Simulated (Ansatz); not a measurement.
Born–Oppenheimer molecular dynamics of a periodic cell of 24 atoms, WC (surface WC(001)). It goes on from the last frame of an earlier run, with new velocities.

Theory: DFT PBE, scalar-relativistic, plane waves, PAW in Ansatz. Settings: cutoff 420 eV, k mesh 3x3x1, fermi-dirac smearing 0.1 eV, no spin polarisation.

| Quantity | Value |
| --- | --- |
| ensemble | NVT, Nosé–Hoover chain |
| time step | 1 fs |
| steps asked | 200 |
| set temperature | 750 K |
| starting velocities | zero |
| thermostat | time constant 100 fs, chain length 1 |
| atoms held | 1, 2, 7, 8, 13, 14, 19, 20 |
| seed | 465365 |

Frames 5 fs apart, positions in Å, forces in eV/Å.

Velocities at 60.0 fs (Å/ps):

```
W 0.00 0.00 0.00
C 0.00 0.00 0.00
W 0.54 -1.53 0.25
C -2.17 -2.03 0.90
W 0.81 -0.49 -1.95
C -4.54 4.95 -6.03
W 0.00 0.00 0.00
C 0.00 0.00 0.00
W 0.51 -1.49 -0.24
C 0.44 1.75 -0.17
W 0.57 0.96 2.75
C 4.62 -4.62 6.34
W 0.00 0.00 0.00
C 0.00 0.00 0.00
W 1.48 -1.33 -0.56
C 6.39 -4.80 -3.97
W -2.21 0.30 0.49
C 4.00 0.30 -3.44
W 0.00 0.00 0.00
C 0.00 0.00 0.00
W 0.52 -2.08 -0.16
C 4.16 9.10 1.43
W 0.53 0.55 1.05
C -2.04 -2.56 -0.34
```

```xyz
24
Lattice="5.8034 0.0000 0.0000 -2.9017 5.0259 0.0000 0.0000 0.0000 19.0850" Properties=species:S:1:pos:R:3:forces:R:3 time_fs=60.0 energy_less_start_eV=-0.419 T=279
W 0.000 0.000 1.000 -0.01 0.00 0.83
C 1.451 0.838 2.417 -0.10 0.05 -0.93
W -0.004 0.007 3.855 -0.60 -0.01 -0.38
C 1.414 0.872 5.196 0.39 -0.31 0.35
W 0.007 0.003 6.742 -1.57 0.75 -0.04
C 1.411 0.839 7.872 -0.07 0.67 0.22
W -1.451 2.513 1.000 -0.03 0.05 0.61
C 0.000 3.351 2.417 0.04 -0.01 -1.03
W -1.473 2.532 3.815 0.21 -0.16 0.87
C -0.022 3.348 5.219 -0.10 0.44 0.12
W -1.470 2.583 6.787 -1.40 -2.88 -0.84
C -0.094 3.347 7.861 1.41 0.64 0.75
W 2.902 0.000 1.000 -0.01 -0.01 0.60
C 4.353 0.838 2.417 0.13 0.10 -0.89
W 2.902 0.013 3.821 -0.36 -0.14 0.66
C 4.311 0.911 5.167 0.39 -0.76 1.00
W 2.818 0.025 6.771 1.09 -0.52 -1.45
C 4.282 0.709 7.813 0.80 1.89 0.32
W 1.451 2.513 1.000 -0.02 0.03 0.74
C 2.902 3.351 2.417 -0.17 0.12 -1.00
W 1.441 2.510 3.833 -0.22 0.47 0.30
C 2.843 3.328 5.294 0.79 0.76 -1.10
W 1.435 2.547 6.751 -0.64 -0.44 0.76
C 2.860 3.425 7.921 0.07 -0.72 -0.47
24
Lattice="5.8034 0.0000 0.0000 -2.9017 5.0259 0.0000 0.0000 0.0000 19.0850" Properties=species:S:1:pos:R:3:forces:R:3 time_fs=65.0 energy_less_start_eV=-0.503 T=331
W 0.000 0.000 1.000 0.01 -0.02 0.83
C 1.451 0.838 2.417 -0.08 -0.01 -0.96
W -0.002 0.000 3.856 -0.40 0.11 -0.69
C 1.409 0.859 5.203 0.69 -0.09 0.15
W 0.010 0.001 6.732 -1.70 0.67 -0.04
C 1.388 0.870 7.845 0.32 0.17 0.74
W -1.451 2.513 1.000 -0.04 0.03 0.60
C 0.000 3.351 2.417 0.05 -0.08 -0.95
W -1.470 2.524 3.814 0.33 0.03 0.98
C -0.020 3.361 5.219 -0.08 0.20 0.20
W -1.467 2.586 6.800 -0.78 -2.53 -0.85
C -0.059 3.331 7.898 0.69 0.88 0.07
W 2.902 0.000 1.000 0.00 0.00 0.58
C 4.353 0.838 2.417 0.12 0.04 -0.96
W 2.909 0.007 3.819 -0.48 -0.08 0.73
C 4.345 0.881 5.158 -0.17 -0.25 1.24
W 2.808 0.027 6.773 1.72 -0.74 -1.06
C 4.308 0.729 7.799 0.14 1.60 0.35
W 1.451 2.513 1.000 0.00 0.00 0.74
C 2.902 3.351 2.417 -0.18 0.04 -0.99
W 1.444 2.499 3.832 -0.14 0.77 0.52
C 2.871 3.378 5.290 0.42 -0.30 -1.11
W 1.437 2.549 6.757 -0.72 -0.06 0.20
C 2.851 3.405 7.915 0.28 -0.39 -0.31
24
Lattice="5.8034 0.0000 0.0000 -2.9017 5.0259 0.0000 0.0000 0.0000 19.0850" Properties=species:S:1:pos:R:3:forces:R:3 time_fs=70.0 energy_less_start_eV=-0.500 T=345
W 0.000 0.000 1.000 0.02 -0.02 0.82
C 1.451 0.838 2.417 -0.05 -0.07 -0.98
W 0.000 -0.008 3.856 -0.13 0.36 -1.00
C 1.416 0.844 5.214 0.73 0.13 -0.06
W 0.011 -0.001 6.721 -1.60 0.61 0.24
C 1.371 0.904 7.833 0.52 -0.49 0.96
W -1.451 2.513 1.000 -0.03 0.01 0.61
C 0.000 3.351 2.417 0.03 -0.13 -0.88
W -1.467 2.517 3.815 0.50 0.15 1.11
C -0.021 3.377 5.224 -0.01 -0.14 0.18
W -1.466 2.585 6.813 0.01 -1.81 -0.86
C -0.009 3.332 7.938 -0.22 0.86 -0.66
W 2.902 0.000 1.000 0.02 0.01 0.59
C 4.353 0.838 2.417 0.09 -0.02 -1.02
W 2.916 0.000 3.817 -0.51 0.02 0.82
C 4.377 0.845 5.174 -0.72 0.30 1.05
W 2.799 0.027 6.773 2.36 -0.68 -0.49
C 4.338 0.781 7.792 -0.43 0.88 0.33
W 1.451 2.513 1.000 0.01 -0.03 0.74
C 2.902 3.351 2.417 -0.18 -0.04 -0.96
W 1.446 2.490 3.832 -0.07 1.03 0.68
C 2.908 3.423 5.264 -0.03 -1.36 -0.73
W 1.439 2.552 6.763 -0.74 0.34 -0.38
C 2.848 3.378 7.902 0.44 0.11 -0.09
24
Lattice="5.8034 0.0000 0.0000 -2.9017 5.0259 0.0000 0.0000 0.0000 19.0850" Properties=species:S:1:pos:R:3:forces:R:3 time_fs=75.0 energy_less_start_eV=-0.388 T=306
W 0.000 0.000 1.000 0.02 -0.01 0.81
C 1.451 0.838 2.417 -0.02 -0.16 -0.99
W 0.002 -0.015 3.855 0.07 0.70 -1.16
C 1.438 0.832 5.224 0.42 0.24 -0.22
W 0.009 -0.001 6.712 -1.30 0.55 0.73
C 1.365 0.929 7.839 0.44 -0.99 0.80
W -1.451 2.513 1.000 -0.02 -0.01 0.62
C 0.000 3.351 2.417 0.01 -0.16 -0.84
W -1.463 2.509 3.817 0.65 0.21 1.18
C -0.021 3.392 5.232 0.07 -0.48 0.06
W -1.465 2.583 6.824 0.63 -0.93 -1.18
C 0.038 3.351 7.966 -0.90 0.69 -1.08
W 2.902 0.000 1.000 0.03 0.01 0.61
C 4.353 0.838 2.417 0.06 -0.09 -1.07
W 2.922 -0.007 3.817 -0.49 0.14 0.91
C 4.395 0.814 5.210 -1.03 0.67 0.47
W 2.794 0.026 6.772 2.85 -0.43 0.01
C 4.360 0.852 7.791 -0.64 -0.23 0.43
W 1.451 2.513 1.000 0.02 -0.05 0.73
C 2.902 3.351 2.417 -0.16 -0.11 -0.94
W 1.448 2.482 3.833 0.02 1.21 0.74
C 2.945 3.443 5.222 -0.48 -1.92 -0.03
W 1.439 2.555 6.769 -0.66 0.50 -0.73
C 2.853 3.352 7.888 0.41 0.63 0.13
24
Lattice="5.8034 0.0000 0.0000 -2.9017 5.0259 0.0000 0.0000 0.0000 19.0850" Properties=species:S:1:pos:R:3:forces:R:3 time_fs=80.0 energy_less_start_eV=-0.260 T=257
W 0.000 0.000 1.000 0.02 -0.01 0.81
C 1.451 0.838 2.417 0.01 -0.23 -0.99
W 0.004 -0.022 3.852 0.12 0.93 -1.03
C 1.468 0.823 5.229 -0.15 0.23 -0.30
W 0.006 -0.001 6.702 -0.89 0.51 1.27
C 1.366 0.936 7.861 0.21 -1.02 0.29
W -1.451 2.513 1.000 0.01 -0.03 0.65
C 0.000 3.351 2.417 -0.01 -0.18 -0.83
W -1.458 2.501 3.821 0.77 0.20 1.09
C -0.020 3.397 5.241 0.15 -0.68 -0.13
W -1.463 2.579 6.835 0.98 -0.05 -1.79
C 0.069 3.383 7.973 -1.19 0.37 -1.10
W 2.902 0.000 1.000 0.04 0.00 0.65
C 4.353 0.838 2.417 0.05 -0.15 -1.08
W 2.928 -0.015 3.818 -0.47 0.25 0.97
C 4.393 0.795 5.257 -0.96 0.74 -0.32
W 2.792 0.025 6.772 3.12 -0.05 0.37
C 4.371 0.919 7.800 -0.55 -1.49 0.65
W 1.451 2.513 1.000 0.02 -0.07 0.72
C 2.902 3.351 2.417 -0.12 -0.15 -0.91
W 1.451 2.475 3.835 0.10 1.27 0.70
C 2.973 3.425 5.180 -0.90 -1.67 0.71
W 1.438 2.559 6.774 -0.45 0.27 -0.69
C 2.866 3.338 7.875 0.09 1.01 0.31
24
Lattice="5.8034 0.0000 0.0000 -2.9017 5.0259 0.0000 0.0000 0.0000 19.0850" Properties=species:S:1:pos:R:3:forces:R:3 time_fs=85.0 energy_less_start_eV=-0.202 T=242
W 0.000 0.000 1.000 0.02 -0.02 0.80
C 1.451 0.838 2.417 0.04 -0.29 -0.96
W 0.006 -0.028 3.848 0.09 0.86 -0.65
C 1.496 0.820 5.229 -0.75 0.12 -0.28
W 0.002 0.001 6.694 -0.54 0.53 1.73
C 1.372 0.923 7.889 -0.01 -0.61 -0.35
W -1.451 2.513 1.000 0.03 -0.04 0.68
C 0.000 3.351 2.417 -0.01 -0.18 -0.87
W -1.452 2.494 3.826 0.80 0.11 0.84
C -0.016 3.389 5.248 0.19 -0.69 -0.28
W -1.460 2.575 6.843 0.98 0.42 -2.26
C 0.076 3.424 7.958 -1.12 -0.17 -0.74
W 2.902 0.000 1.000 0.05 -0.03 0.69
C 4.353 0.838 2.417 0.06 -0.19 -1.05
W 2.933 -0.021 3.820 -0.50 0.34 0.97
C 4.372 0.790 5.298 -0.54 0.59 -1.01
W 2.795 0.024 6.772 3.10 0.45 0.50
C 4.370 0.959 7.821 -0.36 -2.26 0.67
W 1.451 2.513 1.000 0.01 -0.08 0.73
C 2.902 3.351 2.417 -0.07 -0.18 -0.89
W 1.454 2.470 3.838 0.14 1.20 0.56
C 2.984 3.375 5.150 -1.17 -0.74 1.25
W 1.438 2.563 6.778 -0.16 -0.21 -0.40
C 2.881 3.344 7.869 -0.31 1.07 0.35
24
Lattice="5.8034 0.0000 0.0000 -2.9017 5.0259 0.0000 0.0000 0.0000 19.0850" Properties=species:S:1:pos:R:3:forces:R:3 time_fs=90.0 energy_less_start_eV=-0.254 T=281
W 0.000 0.000 1.000 0.03 -0.05 0.79
C 1.451 0.838 2.417 0.08 -0.31 -0.93
W 0.008 -0.032 3.843 0.01 0.61 -0.19
C 1.510 0.818 5.224 -1.12 -0.06 -0.18
W -0.003 0.002 6.689 -0.37 0.63 1.99
C 1.378 0.897 7.911 -0.12 -0.03 -0.87
W -1.451 2.513 1.000 0.05 -0.04 0.73
C 0.000 3.351 2.417 0.02 -0.19 -0.92
W -1.445 2.486 3.833 0.62 0.01 0.58
C -0.008 3.367 5.250 0.15 -0.49 -0.30
W -1.455 2.571 6.848 0.59 0.08 -2.16
C 0.062 3.462 7.928 -0.78 -0.87 -0.10
W 2.902 0.000 1.000 0.05 -0.06 0.72
C 4.353 0.838 2.417 0.10 -0.20 -0.99
W 2.937 -0.028 3.824 -0.61 0.42 0.91
C 4.340 0.798 5.320 0.08 0.34 -1.35
W 2.801 0.023 6.773 2.79 1.04 0.34
C 4.363 0.955 7.856 -0.18 -1.96 0.16
W 1.451 2.513 1.000 0.00 -0.08 0.75
C 2.902 3.351 2.417 0.00 -0.20 -0.88
W 1.456 2.466 3.842 0.10 1.00 0.34
C 2.972 3.308 5.144 -1.08 0.40 1.42
W 1.436 2.567 6.782 0.11 -0.72 -0.10
C 2.891 3.371 7.869 -0.52 0.74 0.24
24
Lattice="5.8034 0.0000 0.0000 -2.9017 5.0259 0.0000 0.0000 0.0000 19.0850" Properties=species:S:1:pos:R:3:forces:R:3 time_fs=95.0 energy_less_start_eV=-0.336 T=338
W 0.000 0.000 1.000 0.04 -0.08 0.77
C 1.451 0.838 2.417 0.12 -0.31 -0.90
W 0.011 -0.036 3.837 -0.13 0.36 0.20
C 1.503 0.815 5.215 -1.05 -0.23 -0.01
W -0.009 0.005 6.686 -0.39 0.78 1.99
C 1.382 0.870 7.917 -0.12 0.46 -1.07
W -1.451 2.513 1.000 0.06 -0.04 0.79
C 0.000 3.351 2.417 0.06 -0.21 -0.97
W -1.437 2.478 3.840 0.15 0.03 0.43
C 0.003 3.334 5.246 0.00 -0.12 -0.17
W -1.450 2.567 6.851 -0.12 -0.71 -1.64
C 0.032 3.484 7.896 -0.30 -1.44 0.64
W 2.902 0.000 1.000 0.05 -0.09 0.75
C 4.353 0.838 2.417 0.14 -0.17 -0.91
W 2.941 -0.035 3.828 -0.81 0.48 0.77
C 4.309 0.812 5.316 0.69 0.05 -1.26
W 2.812 0.023 6.774 2.28 1.51 -0.04
C 4.351 0.912 7.894 -0.05 -0.91 -0.65
W 1.451 2.513 1.000 0.00 -0.09 0.78
C 2.902 3.351 2.417 0.08 -0.22 -0.86
W 1.459 2.463 3.846 -0.03 0.72 0.05
C 2.938 3.247 5.166 -0.49 1.29 1.17
W 1.435 2.570 6.785 0.24 -1.12 0.05
C 2.890 3.414 7.874 -0.41 0.08 0.08
24
Lattice="5.8034 0.0000 0.0000 -2.9017 5.0259 0.0000 0.0000 0.0000 19.0850" Properties=species:S:1:pos:R:3:forces:R:3 time_fs=100.0 energy_less_start_eV=-0.361 T=372
W 0.000 0.000 1.000 0.05 -0.11 0.75
C 1.451 0.838 2.417 0.16 -0.29 -0.89
W 0.013 -0.040 3.832 -0.32 0.20 0.45
C 1.474 0.807 5.205 -0.54 -0.29 0.15
W -0.015 0.009 6.685 -0.51 0.86 1.72
C 1.383 0.851 7.902 0.01 0.72 -0.89
W -1.451 2.513 1.000 0.05 -0.03 0.87
C 0.000 3.351 2.417 0.12 -0.25 -0.98
W -1.428 2.470 3.849 -0.47 0.22 0.30
C 0.014 3.299 5.239 -0.19 0.33 0.07
W -1.444 2.562 6.852 -0.90 -1.37 -1.20
C -0.006 3.478 7.875 0.21 -1.37 1.09
W 2.902 0.000 1.000 0.04 -0.11 0.78
C 4.353 0.838 2.417 0.19 -0.15 -0.85
W 2.944 -0.040 3.834 -1.09 0.51 0.55
C 4.291 0.828 5.287 1.05 -0.25 -0.76
W 2.825 0.026 6.775 1.69 1.43 -0.34
C 4.338 0.850 7.921 0.04 0.18 -1.20
W 1.451 2.513 1.000 0.01 -0.09 0.83
C 2.902 3.351 2.417 0.15 -0.28 -0.85
W 1.462 2.462 3.850 -0.16 0.47 -0.21
C 2.894 3.209 5.212 0.37 1.73 0.52
W 1.434 2.572 6.789 0.16 -1.36 0.09
C 2.882 3.459 7.881 -0.13 -0.68 0.00
```

Of the whole run (200 fs, mean temperature of the second half 575 K): The conserved energy stayed within 0.082 meV per atom of its start (net change 0.082 meV per atom), so the integration is sound. The mean temperature of the second half is 23 % below the set value. A run of 0.2 ps of so small a system gives no equilibrium averages. Limits of this set-up: coarse k mesh, thin slab, slab without dipole correction.

The run took 25 min on 4 threads of Arm Neoverse V1 (shared host), peak memory 1.8 GiB.
